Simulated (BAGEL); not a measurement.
**SiHSClF2 (SMILES F[Si](F)(S)Cl): RI-MP2/6-31G(d) (density fitting with qzvpp-jkfit, spherical functions)**

Aim: the energy change on altering one bond length of SiHSClF2 at RI-MP2/6-31G* (density fitting with qzvpp-jkfit, spherical functions), from 2 runs. 

Program for the calculation: BAGEL 1.2.2.

5 further runs of the same task are left out: 1 that didn't finish, 4 set aside as unsound or not needed. Runs told in other sessions of the task aren't counted.

## Step 1: The molecule

SiHSClF2 has 6 atoms, charge 0, and is taken as a singlet. SMILES: `F[Si](F)(S)Cl`. Geometry: relaxed at PBE0-D4/def2-TZVP. This is one conformer, not always the lowest.

Bond lengths: F1–Si2 1.577 Å, Si2–F3 1.575 Å, Si2–S4 2.095 Å, Si2–Cl5 2.020 Å, S4–H6 1.345 Å. Angles: F1–Si2–F3 107.6°, F1–Si2–S4 112.3°, F1–Si2–Cl5 106.7°, F3–Si2–S4 106.6°, F3–Si2–Cl5 109.4°, S4–Si2–Cl5 114.0°, Si2–S4–H6 92.5°.

## Step 2: A single-point energy at RI-MP2/6-31G(d) (density fitting with qzvpp-jkfit, spherical functions)

Input file job.json:

```json
{ "bagel" : [

{
  "title" : "molecule",
  "basis" : "6-31gs.json",
  "df_basis" : "qzvpp-jkfit",
  "angstrom" : true,
  "geometry" : [
    { "atom" : "F", "xyz" : [    0.963400,   -0.052900,    1.442800 ] },
    { "atom" : "Si", "xyz" : [    0.337800,   -0.341700,    0.024100 ] },
    { "atom" : "F", "xyz" : [    0.460600,   -1.889100,   -0.244500 ] },
    { "atom" : "S", "xyz" : [   -1.704700,    0.119100,   -0.051300 ] },
    { "atom" : "Cl", "xyz" : [    1.458000,    0.665600,   -1.322100 ] },
    { "atom" : "H", "xyz" : [   -1.473100,    1.435000,    0.104800 ] }
  ]
},
{ "title" : "hf" },
{ "title" : "mp2", "ncore" : 17 }

]}
```

The basis set 6-31G* is read from a file made from the Basis Set Exchange's data (not shown).

Command:

```bash
BAGEL_NUM_THREADS=1 BAGEL job.json > job.out
```

Output:

```text
* using 1 threads per process

  ===============================================================
  ===============================================================

  *** Geometry ***

  { "atom" : "F", "xyz" : [      1.820562,     -0.099967,      2.726497 ] },
  { "atom" : "Si", "xyz" : [      0.638349,     -0.645719,      0.045542 ] },
  { "atom" : "F", "xyz" : [      0.870408,     -3.569882,     -0.462038 ] },
  { "atom" : "S", "xyz" : [     -3.221416,      0.225066,     -0.096943 ] },
  { "atom" : "Cl", "xyz" : [      2.755221,      1.257802,     -2.498407 ] },
  { "atom" : "H", "xyz" : [     -2.783756,      2.711757,      0.198043 ] },

  Number of auxiliary basis functions:      556

  Since a DF basis is specified, we compute 2- and 3-index integrals:
    o Being stored without compression. Storage requirement is 0.031 GB

  Number of basis functions:       84
  Number of electrons      :       66

    * METHOD: MOLECULE                             0.24

  *** RHF ***

  === Nuclear Repulsion ===
   382.7336711330

      * DIIS with orbital gradients will be used.

  === RHF iteration (6-31gs.json) ===
      0      -1345.35239264          0.01986358           0.09
      1      -1345.50060107          0.01261001           0.08
      2      -1345.57861351          0.00095002           0.08
      3      -1345.57962811          0.00025445           0.08
      4      -1345.57969864          0.00006233           0.08
      5      -1345.57970372          0.00001399           0.08
      6      -1345.57970402          0.00000444           0.08
      7      -1345.57970405          0.00000092           0.08
      8      -1345.57970405          0.00000040           0.08
      9      -1345.57970405          0.00000013           0.08
     10      -1345.57970405          0.00000004           0.08
     11      -1345.57970405          0.00000002           0.08
     12      -1345.57970405          0.00000001           0.08
    * SCF iteration converged.

    * Permanent dipole moment:
           (    0.273423,    -0.531333,     0.001075) a.u.

    * METHOD: HF                                   1.23

  *** RHF ***

  === Nuclear Repulsion ===
   382.7336711330

      * DIIS with orbital gradients will be used.

  === RHF iteration (6-31gs.json) ===
      0      -1345.57970405          0.00000000           0.08
    * SCF iteration converged.

    * Permanent dipole moment:
           (    0.273423,    -0.531333,     0.001075) a.u.

  === DF-MP2 calculation ===

    * freezing 17 orbitals
    * 3-index integral transformation done
    * assembly done

      MP2 correlation energy:   -0.6648312197      0.03

      MP2 total energy:       -1346.2445352701

    * METHOD: MP2                                  0.21

  ===============================================================
```

It took 1.8 s on 1 thread of Intel Xeon 6975P-C (Granite Rapids), shared host; peak memory 0.15 GiB.

## Step 3: The distorted shape at the same level

Input file input.json:

```json
{ "bagel" : [

{
  "title" : "molecule",
  "basis" : "6-31gs.json",
  "df_basis" : "qzvpp-jkfit",
  "angstrom" : true,
  "geometry" : [
    { "atom" : "F", "xyz" : [    0.816042,    1.803949,    1.765115 ] },
    { "atom" : "Si", "xyz" : [    0.190442,    1.515149,    0.346415 ] },
    { "atom" : "F", "xyz" : [    0.460600,   -1.889100,   -0.244500 ] },
    { "atom" : "S", "xyz" : [   -1.852058,    1.975949,    0.271015 ] },
    { "atom" : "Cl", "xyz" : [    1.310642,    2.522449,   -0.999785 ] },
    { "atom" : "H", "xyz" : [   -1.620458,    3.291849,    0.427115 ] }
  ]
},
{ "title" : "hf" },
{ "title" : "mp2", "ncore" : 17 }

]}
```

The basis set 6-31G* is read from a file made from the Basis Set Exchange's data (not shown).

Command:

```bash
BAGEL_NUM_THREADS=1 BAGEL input.json > input.out
```

Output:

```text
* using 1 threads per process

  ===============================================================
  ===============================================================

  *** Geometry ***

  { "atom" : "F", "xyz" : [      1.542096,      3.408970,      3.335584 ] },
  { "atom" : "Si", "xyz" : [      0.359883,      2.863217,      0.654629 ] },
  { "atom" : "F", "xyz" : [      0.870408,     -3.569882,     -0.462038 ] },
  { "atom" : "S", "xyz" : [     -3.499882,      3.734002,      0.512144 ] },
  { "atom" : "Cl", "xyz" : [      2.476754,      4.766738,     -1.889320 ] },
  { "atom" : "H", "xyz" : [     -3.062222,      6.220693,      0.807130 ] },

  Number of auxiliary basis functions:      556

  Since a DF basis is specified, we compute 2- and 3-index integrals:
    o Being stored without compression. Storage requirement is 0.031 GB

  Number of basis functions:       84
  Number of electrons      :       66

    * METHOD: MOLECULE                             0.23

  *** RHF ***

  === Nuclear Repulsion ===
   333.9253594975

      * DIIS with orbital gradients will be used.

  === RHF iteration (6-31gs.json) ===
      0      -1344.88482607          0.02196903           0.09
      1      -1343.86879571          0.03253099           0.08
      2      -1345.15291448          0.00993403           0.08
      3      -1345.21752350          0.00510244           0.08
      4      -1345.24774148          0.00183300           0.08
      5      -1345.25848498          0.00091131           0.08
      6      -1345.26325463          0.00046046           0.08
      7      -1345.26377327          0.00015394           0.08
      8      -1345.26383727          0.00004029           0.08
      9      -1345.26383921          0.00001905           0.08
     10      -1345.26383982          0.00001019           0.08
     11      -1345.26384015          0.00000782           0.08
     12      -1345.26384042          0.00000580           0.08
     13      -1345.26384058          0.00000376           0.08
     14      -1345.26384074          0.00000182           0.08
     15      -1345.26384078          0.00000066           0.08
     16      -1345.26384078          0.00000029           0.08
     17      -1345.26384078          0.00000017           0.08
     18      -1345.26384078          0.00000009           0.08
     19      -1345.26384078          0.00000004           0.08
     20      -1345.26384078          0.00000002           0.08
     21      -1345.26384078          0.00000002           0.08
     22      -1345.26384078          0.00000001           0.08
     23      -1345.26384078          0.00000001           0.08
    * SCF iteration converged.

    * Permanent dipole moment:
           (    0.719895,    -3.917318,    -0.374232) a.u.

    * METHOD: HF                                   2.10

  *** RHF ***

  === Nuclear Repulsion ===
   333.9253594975

      * DIIS with orbital gradients will be used.

  === RHF iteration (6-31gs.json) ===
      0      -1345.26384078          0.00000000           0.08
    * SCF iteration converged.

    * Permanent dipole moment:
           (    0.719895,    -3.917317,    -0.374232) a.u.

  === DF-MP2 calculation ===

    * freezing 17 orbitals
    * 3-index integral transformation done
    * assembly done

      MP2 correlation energy:   -0.7104096782      0.03

      MP2 total energy:       -1345.9742504583

    * METHOD: MP2                                  0.20

  ===============================================================
```

It took 2.7 s on 1 thread of Intel Xeon 6975P-C (Granite Rapids), shared host; peak memory 0.15 GiB.

## Step 4: Summary of results

At RI-MP2/6-31G* (density fitting with qzvpp-jkfit, spherical functions), 17 core orbitals frozen:

```
                                                          quantity           value
                                         first shape: total energy  -1346.24454 Eh
         first shape: correlation energy (17 core orbitals frozen)      -664.8 mEh
                                     distorted shape: total energy  -1345.97425 Eh
     distorted shape: correlation energy (17 core orbitals frozen)      -710.4 mEh
energy change with the Si2–F3 bond stretched from 1.575 to 3.466 Å        7.355 eV
```

One bond (distorted shape) is far stretched, which a spin-restricted single reference describes badly; perturbation theory on it can break down and give far too much correlation. With the Si2–F3 bond stretched from 1.575 to 3.466 Å the energy rises by 7.35 eV (710 kJ/mol). The first shape isn't relaxed at this level, so the change isn't measured from a minimum. A restricted reference can't describe the breaking bond well at this length.
